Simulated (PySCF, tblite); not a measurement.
# C₄H₈ClFSi₂: geometry, infrared bands and NMR shifts

What infrared bands and NMR shifts should C₄H₈ClFSi₂ (`F[C@@H](Cl)C[SiH2]C#C[SiH3]`) show?

Computed with tblite 0.8.0 and PySCF 2.14.0, with density-fitted response routines of our own, on a single molecule in the gas phase. Atoms count from 0, in the outputs and in this text.

### Step 1. The molecule as given

16 atoms, charge 0, multiplicity 1; geometry from: force field or distance geometry start.

Bonds of the start (Å): F0–C1 1.38, C1–Cl2 1.76, C1–C3 1.50, C3–Si4 1.86, Si4–C5 1.82, C5–C6 1.23, C6–Si7 1.83, C1–H8 1.10, C3–H9 1.11, C3–H10 1.11, Si4–H11 1.48, Si4–H12 1.48, Si7–H13 1.48, Si7–H14 1.46, Si7–H15 1.47.

### Step 2. Relaxing the molecule with GFN2-xTB

The job: settings as JSON, then the geometry in Å.

```
{"job": {"kind": "relax", "xc": "GFN2-xTB", "basis": "xTB"}, "charge": 0, "multiplicity": 1}
F     -2.484700    -1.286100    -1.347600
C     -2.251400    -0.017200    -0.845100
Cl    -3.702900     0.945000    -1.130600
C     -2.031300    -0.154200     0.631800
Si    -0.588600    -1.274500     0.957100
C      0.940600    -0.338900     0.655900
C      1.986200     0.284300     0.474400
Si     3.555600     1.184000     0.200500
H     -1.389800     0.413600    -1.378100
H     -1.878200     0.830600     1.131700
H     -2.927000    -0.590300     1.130200
H     -0.619500    -1.785100     2.349200
H     -0.598000    -2.423600     0.020100
H      4.521600     0.918300     1.288800
H      3.326500     2.627100     0.170400
H      4.133500     0.676000    -1.052500
```

Launch:

```
$ OMP_NUM_THREADS=1 python probes_run.py task.json out
```

One launch serves the whole session: the jobs run in the order shown.

**Question.** This job is followed by: GFN2-xTB harmonic vibrations, gas phase; GIAO PBE0/pcSseg-1 NMR shielding, non-relativistic, gas phase. What will the session give for the following? strongest single infrared mode (GFN2-xTB); zero-point energy (GFN2-xTB); 13C shifts against TMS (PBE0/pcSseg-1); 1H shifts against TMS (PBE0/pcSseg-1, means over atoms taken as alike); 19F shifts against CFCl3 (PBE0/pcSseg-1); 35Cl shifts against HCl (PBE0/pcSseg-1); 29Si shifts against TMS (PBE0/pcSseg-1); surface potential, 1st and 99th percentile.

**Answer**, as computed:

| quantity | value |
| --- | --- |
| strongest single infrared mode (GFN2-xTB) | 2258 cm⁻¹, 445 km/mol |
| zero-point energy (GFN2-xTB) | 60.8 kcal/mol |
| 13C shifts against TMS (PBE0/pcSseg-1) | 117.0, 115.2, 112.0, 29.9 ppm |
| 1H shifts against TMS (PBE0/pcSseg-1, means over atoms taken as alike) | 6.73, 4.51, 4.43, 4.27, 1.80, 1.47 ppm |
| 19F shifts against CFCl3 (PBE0/pcSseg-1) | -144.5 ppm |
| 35Cl shifts against HCl (PBE0/pcSseg-1) | 291 ppm |
| 29Si shifts against TMS (PBE0/pcSseg-1) | -70.5, -99.0 ppm |
| surface potential, 1st and 99th percentile | -0.87 V and 1.39 V |

**Reading.** Over 98 steps the energy fell by 0.213 eV; of the close pairs, C3–Si4 changed most, 1.855 to 1.918 Å. All 42 modes are real, so the xTB geometry is a minimum. The strongest single mode, at 2258 cm⁻¹, moves mainly H15 and H13. GFN2-xTB is a fitted tight-binding method: band positions and strengths are rough. Its intensities can rank the bands wrongly. The most deshielded hydrogen is H8 (hydrogen on an sp3 CH bonded to Cl and F), at 6.73 ppm: its carbon carries Cl and F, an electronegative neighbour. At PBE0/pcSseg-1: The largest span, 675 ppm, is at Cl2, where the paramagnetic term is -486 ppm. At PBE0/pcSseg-1, counted by nearest atom on the grid, the HOMO lies on C5, C6 about 28 % each; Cl2 17 %, the LUMO on C5, C6 about 26 % each; Si4 9 %.
